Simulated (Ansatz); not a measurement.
# BCl2H3O: the cost of one run

All numbers below are computed with Ansatz 0.2.0 (RKS B3LYP-D4/def2-SVP).

## 1. The starting structure

Bond lengths: B1–Cl2 2.210 Å, B1–Cl3 1.860 Å, B1–O4 1.410 Å, O4–H5 1.010 Å, Cl2–H7 1.516 Å. Angles: B1–Cl2–H7 56.2°, Cl2–B1–Cl3 120.0°, Cl2–B1–O4 120.0°, Cl3–B1–O4 120.0°, B1–O4–H5 109.5°.

Coordinates:

```xyz
7

B     0.0000    0.0000    0.0000
Cl    0.0000    0.0000    2.2100
Cl    1.6108    0.0000   -0.9300
O    -1.2211    0.0000   -0.7050
H    -1.7308   -0.8467   -0.4965
H     0.3178    1.3778    0.4698
H     0.2830    1.2270    1.3665
```

## 2. A restrained relaxation towards end A

Springs on the bonds that form and break draw the guess towards this end; the thresholds are loose.

The input, input.yaml:

```yaml
crystal:
  periodic: [false, false, false]
  atoms:
    - { symbol: B, position_ang: [0.0, 0.0, 0.0] }
    - { symbol: Cl, position_ang: [0.0, 0.0, 2.21] }
    - { symbol: Cl, position_ang: [1.6108, 0.0, -0.93] }
    - { symbol: O, position_ang: [-1.2211, 0.0, -0.705] }
    - { symbol: H, position_ang: [-1.7308, -0.8467, -0.4965] }
    - { symbol: H, position_ang: [0.3178, 1.3778, 0.4698] }
    - { symbol: H, position_ang: [0.283, 1.227, 1.3665] }
basis:
  gaussian: { orbitals: def2-SVP }
hamiltonian:
  xc: b3lyp
  dispersion: d4
relax:
  f_tol: 0.15
  max_steps: 25
  restrain:
    - { distance: [0, 5], at: 2.39, k: 30.0 }
    - { distance: [6, 1], at: 2.57, k: 30.0 }
    - { distance: [0, 1], at: 1.86, k: 30.0 }
    - { distance: [6, 5], at: 0.66, k: 30.0 }
```

The run is started by

```
$ ansatz run input.yaml --threads 1 --pin off --max-ram 2048MiB --backend cpu --events-out ev --progress --plain --runs-dir out
```

What time and memory should one allow on 1 thread of Arm Neoverse V2, shared host?

About 22 s, with a peak of 0.15 GiB.
